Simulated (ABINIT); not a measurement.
The system is BiTe.

```xyz
2
Lattice="0.0000 3.2350 3.2350 3.2350 0.0000 3.2350 3.2350 3.2350 0.0000" Properties=species:S:1:pos:R:3 pbc="T T T"
Bi    0.0000    0.0000    0.0000
Te    3.2350    3.2350    3.2350
```

Base run:

- Program: ABINIT 10.8.3 (patched build)
- Functional: RPBE
- Potentials or basis: JTH PAW PBE v2.0
- Cutoff: 707 eV
- k mesh: 7 × 7 × 7
- Occupations: fermi-dirac, width 0.05 eV
- Spin: no spin polarisation

Its results: band gap on the k mesh none (metal or under the smearing width); pressure 1.9 GPa.

After a change of settings the same cell gave: band gap on the k mesh none (metal or under the smearing width); pressure -0.2 GPa. Which change was it?
A. functional from RPBE to LDA
B. functional from RPBE to BLYP
C. functional from RPBE to SCAN
D. functional from RPBE to r2SCAN

D.

Caveats: the PAW data sets were made with another functional, which shifts forces and pressure a little; spin-orbit coupling is left out, which moves the levels of the heavy elements.

Runs at the PBE level aren't shown here.
